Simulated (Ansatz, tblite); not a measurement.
**In(H2S)Cl3 (Cl3H2InS): which spin state is lowest**

Aim: set other spin states of In(H2S)Cl3 (Cl3H2InS) against its singlet, on many levels of theory.

The runs use Ansatz 0.2.0, Gaussian basis; as each input shows.

The runs, in order: triplet, at the geometry of the singlet (GFN1-xTB, GFN2-xTB, PBE0-D4/def2-TZVP, PBE-D4/def2-TZVP, r2SCAN-D4/def2-TZVP); the singlet's energies come from earlier runs.

2 further runs of the same task are left out: 2 set aside as unsound or not needed. Runs told in other sessions of the task aren't counted.

## (1) The structure

The geometry is that of the singlet, from an earlier relaxation (B3LYP-D4/def2-SVP).

7 atoms, charge 0, spin multiplicity 1.

Bond lengths: In1–S2 2.795 Å, In1–Cl5 2.355 Å, In1–Cl6 2.364 Å, In1–Cl7 2.355 Å, S2–H3 1.355 Å, S2–H4 1.355 Å. Angles: S2–In1–Cl5 98.7°, S2–In1–Cl6 94.0°, S2–In1–Cl7 98.6°, Cl5–In1–Cl6 117.8°, Cl5–In1–Cl7 119.8°, Cl6–In1–Cl7 117.8°, In1–S2–H3 92.5°, In1–S2–H4 92.5°, H3–S2–H4 92.6°.

In takes a core potential in the def2 sets. No spin-orbit coupling is included.

## (2) Triplet at the fixed geometry, GFN1-xTB

Tight binding, by tblite at 300 K electronic temperature and without a spin-polarisation term:

```python
tblite.interface.Calculator('GFN1-xTB', numbers, positions, charge=0, uhf=2).singlepoint()
```

Energy -518.3054 eV; 0.01 s.

## (3) Triplet at the fixed geometry, GFN2-xTB

Tight binding, by tblite at 300 K electronic temperature and without a spin-polarisation term:

```python
tblite.interface.Calculator('GFN2-xTB', numbers, positions, charge=0, uhf=2).singlepoint()
```

Energy -521.6843 eV; 0.013 s.

## (4) Triplet at the fixed geometry, PBE0-D4/def2-TZVP

File in.yaml:

```yaml
crystal:
  periodic: [false, false, false]
  atoms:
    - {symbol: In, position_ang: [0.139642, -0.232742, -1.092622]}
    - {symbol: S, position_ang: [0.148784, -0.259174, 1.702251]}
    - {symbol: H, position_ang: [0.518609, 1.042715, 1.772925]}
    - {symbol: H, position_ang: [-1.169371, 0.048631, 1.768362]}
    - {symbol: Cl, position_ang: [2.465217, -0.181365, -1.456977]}
    - {symbol: Cl, position_ang: [-1.044944, 1.808526, -1.234481]}
    - {symbol: Cl, position_ang: [-1.057937, -2.226581, -1.459469]}
basis:
  gaussian: {orbitals: def2-TZVP}
magnetization: {spin_polarized: true, initial_magnetization: 2}
hamiltonian: {xc: pbe0, dispersion: d4}
scf: {omitted_lower_state_checks: [starts]}
output: {orbitals: {seedname: orbitals}}
```

Launch:

```bash
> ansatz run in.yaml --threads 4 --pin off --events-out ev --progress --plain --max-ram 4787MiB
```

Standard output:

```text
Functional definition: PBE0
  name "PBE0"
  cite "Adamo & Barone, J. Chem. Phys. 110, 6158 (1999) doi:10.1063/1.478522"
  cite "Perdew, Burke & Ernzerhof, Phys. Rev. Lett. 77, 3865 (1996) doi:10.1103/PhysRevLett.77.3865"
  parent pbe
  parameter a = 0.25
  parameter kappa = 0.804
  parameter beta = 0.06672455060314922
  exchange = (1 - a)*pbe_x(kappa = kappa, mu = beta*pi^2/3) + a*exact_x
  correlation = pbe_c(beta = beta)
these checks for a lower state are left out or cut short: starts
1644 factors; their error is unknown
mean field evaluation 1: about -53591.3772 eV, gradient 2.1e1 eV
mean field evaluation 2: about -53576.8890 eV, gradient 4.9e1 eV
mean field evaluation 4: about -53593.0023 eV, gradient 1.6e1 eV
mean field evaluation 8: about -53594.7431 eV, gradient 2.5e0 eV
mean field evaluation 16: about -53594.8409 eV, gradient 1.8e-1 eV
mean field evaluation 32: about -53595.0395 eV, gradient 4.1e-5 eV
mean field -53595.03946465 eV, -1969.5813723033 hartree, gradient 7.1e-6 eV, S^2 2.006027; 0 other end points of the search recorded, 0 dependent functions left out
reference -53595.03950458 eV, -1969.5813737709 hartree; 46, 44 occupied and 164, 166 virtual orbitals, 1644 factors
Total energy: -53595.26748566 eV, -1969.5897519209 hartree
Checks for a lower state left out: starts
```

It took 31 s on 4 threads of Arm Neoverse V1, shared host; peak memory 1.6 GiB.

From the report: HOMO -4.02 eV, LUMO -7.46 eV (over both spins; with the spin held, an empty level of the minority spin lies below the top filled one); ⟨S²⟩ 2.006 (pure: 2.00).

## (5) Triplet at the fixed geometry, PBE-D4/def2-TZVP

start.molden holds the orbitals of an earlier run on this state, given as this run's starting guess.

Edit in.yaml of step 4 so:

```diff
@@ -11,5 +11,5 @@
 basis:
-  gaussian: {orbitals: def2-TZVP}
+  gaussian: {orbitals: def2-TZVP, initial_orbitals: start.molden}
 magnetization: {spin_polarized: true, initial_magnetization: 2}
-hamiltonian: {xc: pbe0, dispersion: d4}
+hamiltonian: {xc: pbe, dispersion: d4}
 scf: {omitted_lower_state_checks: [starts]}
```

The command is unchanged.

Standard output:

```text
Functional definition: PBE
  name "PBE"
  cite "Perdew, Burke & Ernzerhof, Phys. Rev. Lett. 77, 3865 (1996) doi:10.1103/PhysRevLett.77.3865"
  parent pbe
  parameter kappa = 0.804
  parameter beta = 0.06672455060314922
  exchange = pbe_x(kappa = kappa, mu = beta*pi^2/3)
  correlation = pbe_c(beta = beta)
these checks for a lower state are left out or cut short: starts
1505 factors; their error is unknown
mean field evaluation 1: about -53591.6563 eV, gradient 1.1e1 eV
mean field evaluation 2: about -53591.7958 eV, gradient 2.3e-1 eV
mean field evaluation 4: about -53591.7479 eV, gradient 2.4e0 eV
mean field evaluation 8: about -53591.7984 eV, gradient 4.5e-2 eV
mean field evaluation 16: about -53591.7985 eV, gradient 7.5e-4 eV
mean field -53591.79852649 eV, -1969.4622700227 hartree, gradient 2.2e-6 eV, S^2 2.001723; 0 other end points of the search recorded, 0 dependent functions left out
reference -53591.79858154 eV, -1969.4622720457 hartree; 46, 44 occupied and 164, 166 virtual orbitals, 1505 factors
Total energy: -53592.05534463 eV, -1969.4717079153 hartree
Checks for a lower state left out: starts
```

Run time: 13 s. Hardware: 4 threads of Arm Neoverse V1, shared host; peak memory 0.67 GiB.

From the report: HOMO -3.24 eV, LUMO -7.55 eV (over both spins; with the spin held, an empty level of the minority spin lies below the top filled one); ⟨S²⟩ 2.002 (pure: 2.00).

## (6) Triplet at the fixed geometry, r2SCAN-D4/def2-TZVP

Edit in.yaml of step 5 so:

```diff
@@ -13,3 +13,3 @@
 magnetization: {spin_polarized: true, initial_magnetization: 2}
-hamiltonian: {xc: pbe, dispersion: d4}
+hamiltonian: {xc: r2scan, dispersion: d4}
 scf: {omitted_lower_state_checks: [starts]}
```

The command is unchanged.

Standard output, cut to the lines that bear on the results:

```text
Functional definition: r2SCAN
  name "r2SCAN"
  cite "Furness, Kaplan, Ning, Perdew & Sun, J. Phys. Chem. Lett. 11, 8208 (2020) doi:10.1021/acs.jpclett.0c02405"
  cite "Furness, Kaplan, Ning, Perdew & Sun, J. Phys. Chem. Lett. 11, 9248 (2020) doi:10.1021/acs.jpclett.0c03077"
  parent r2scan
[...]
1505 factors; their error is unknown
[...]
mean field -53610.34421962 eV, -1970.1438116744 hartree, gradient 5.8e-6 eV, S^2 2.004350; 0 other end points of the search recorded, 0 dependent functions left out
reference -53610.34423881 eV, -1970.1438123797 hartree; 46, 44 occupied and 164, 166 virtual orbitals, 1505 factors
Total energy: -53610.40819005 eV, -1970.1461625445 hartree
Checks for a lower state left out: starts
```

Run time: 65 s. Hardware: 4 threads of Arm Neoverse V1, shared host; peak memory 0.73 GiB.

HOMO -3.32 eV, LUMO -7.79 eV (over both spins; with the spin held, an empty level of the minority spin lies below the top filled one); ⟨S²⟩ 2.004 (pure: 2.00).

## (7) Triplet less singlet, vertical

The singlet's energies are those of its earlier runs, whose logs aren't repeated here.

```tsv
level	triplet less singlet, vertical (kcal/mol)	time
GFN1-xTB	+100.9	0.017 s
GFN2-xTB	+79.3	0.02 s
PBE-D4/def2-TZVP	+98.2	15 s
r2SCAN-D4/def2-TZVP	+106.5	71 s
PBE0-D4/def2-TZVP	+114.3	35 s
```

Times add the two runs; a level without a time comes out of a correlated run. Tight binding without a spin term can't rank spin states.

## (8) Outcome

| quantity | value |
| --- | --- |
| triplet less singlet, vertical, functionals in def2-TZVP | +98.2 (PBE-D4) to +114.3 kcal/mol (PBE0-D4) |

All functionals put the triplet above the singlet, over a spread of 16.1 kcal/mol. The checks for a lower triplet were left out, so another state of that spin may lie lower. These are electronic energies, without zero-point motion, entropy or surroundings.
